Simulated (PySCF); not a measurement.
# Ta(NH)(NH2)3: geometry, NMR shifts and electronic excitations

What NMR shifts and electronic excitations should Ta(NH)(NH2)3 (`[NH]=[Ta]([NH2])([NH2])[NH2]`) show?

The runs use PySCF 2.14.0, with density-fitted response routines of our own; the level of theory stands in each step. All values are computed, except where a source is named. Atoms count from 0, in the outputs and in this text.

### Step 1. The starting structure

12 atoms, charge 0, multiplicity 1; geometry from: GFN2-xTB. The atoms were then displaced at random by about 0.03 Å, so the start is not that level's minimum.

Bonds of the start (Å): Ta0–N1 1.77, Ta0–N3 2.04, Ta0–N6 2.08, Ta0–N9 1.97, N1–H2 0.99, N3–H4 1.01, N3–H5 0.92, N6–H7 1.01, N6–H8 0.97, N9–H10 1.02, N9–H11 0.99.

### Step 2. Geometry optimisation at PBE0-D3(BJ)/def2-SVP

Job settings and geometry (Å):

```
{"job": {"xc": "PBE0", "basis": "def2-SVP", "d3": "d3bj", "grid": 1, "maxiter": 40, "shake": 0.03, "kind": "geom"}, "charge": 0, "multiplicity": 1}
Ta     0.062310    -0.074910     0.189930
N     -0.008810    -0.002630     1.961830
H     -0.050310     0.009130     2.954280
N      2.003060    -0.020130    -0.444200
H      2.169620    -0.032310    -1.443160
H      2.741590    -0.032520     0.109540
N     -0.904400     1.652820    -0.434000
H     -1.295250     2.422470     0.098480
H     -1.094740     1.899660    -1.354920
N     -0.982990    -1.645450    -0.385170
H     -1.123530    -1.903800    -1.364000
H     -1.401070    -2.355090     0.162380
```

Command:

```sh
$ OMP_NUM_THREADS=1 python probes_run.py task.json out
```

This one command runs all jobs of the session in turn.

**Question.** This job is followed by: GIAO PBE0/pcSseg-1 Ta:def2-TZVP NMR shielding, non-relativistic, gas phase; TDDFT PBE0/def2-SVPD, vertical, gas phase, core orbitals frozen in the response; GIAO B3LYP/pcSseg-1 Ta:def2-TZVP NMR shielding, non-relativistic, gas phase. What will the session give for the following? point group; rotational constants (main isotopes); ¹H shifts against TMS (PBE0/def2-TZVP+pcSseg-1, means over atoms taken as alike); ¹⁵N shifts against NH3 (PBE0/def2-TZVP+pcSseg-1, means over atoms taken as alike); surface potential, 1st and 99th percentile; lowest singlet (PBE0/def2-SVPD); brightest single state of those computed; lowest triplet; vertical ionisation energy (ΔSCF); range of the shift of N3.

The runs gave:

| quantity | value |
| --- | --- |
| point group | C3 |
| rotational constants (main isotopes) | 2.98, 2.97, 2.66 GHz |
| ¹H shifts against TMS (PBE0/def2-TZVP+pcSseg-1, means over atoms taken as alike) | 4.30, 3.48 ppm |
| ¹⁵N shifts against NH3 (PBE0/def2-TZVP+pcSseg-1, means over atoms taken as alike) | 324.9, 108.7 ppm |
| surface potential, 1st and 99th percentile | -1.25 V and 2.39 V |
| lowest singlet (PBE0/def2-SVPD) | 5.18 eV (239 nm), f = 0.000 |
| brightest single state of those computed | state 10, 6.34 eV, f = 0.047 |
| lowest triplet | 5.06 eV |
| vertical ionisation energy (ΔSCF) | 8.40 eV |
| range of the shift of N3 | 108.7 to 110.4 ppm |

The start was shaken at random, so part of the energy gained undoes that. Over 6 steps the energy fell by 0.507 eV; of the close pairs, N3–H5 changed most, 0.923 to 1.015 Å. No frequency check was run at this level, so the end point may be a saddle. At PBE0/def2-TZVP+pcSseg-1: The widest tensor belongs to N1: span 391 ppm, with a paramagnetic part of -380 ppm. The first singlet state (HOMO→LUMO 0.89) lies at 5.18 eV and is dark; of the 10 states computed, the strongest absorption comes from states 3 to 4 together at 5.71 eV (the last state computed is bright too, and its partners may lie past the list). The lowest triplet lies 0.12 eV below the lowest singlet (triplets in Tamm-Dancoff, singlets in full TDDFT). Spin-orbit coupling, left out, mixes singlets and triplets in elements this heavy. The orbital energy would give 6.64 eV for ionisation, ΔSCF gives 8.40 eV. In ppm, N3 (with its like atoms) moves most: its shift spreads over 1.7 ppm, from 108.7 (PBE0/def2-TZVP+pcSseg-1) to 110.4 (B3LYP/def2-TZVP+pcSseg-1). Spin-orbit coupling is left out, which matters for shieldings and couplings at and beside the heavy atoms.
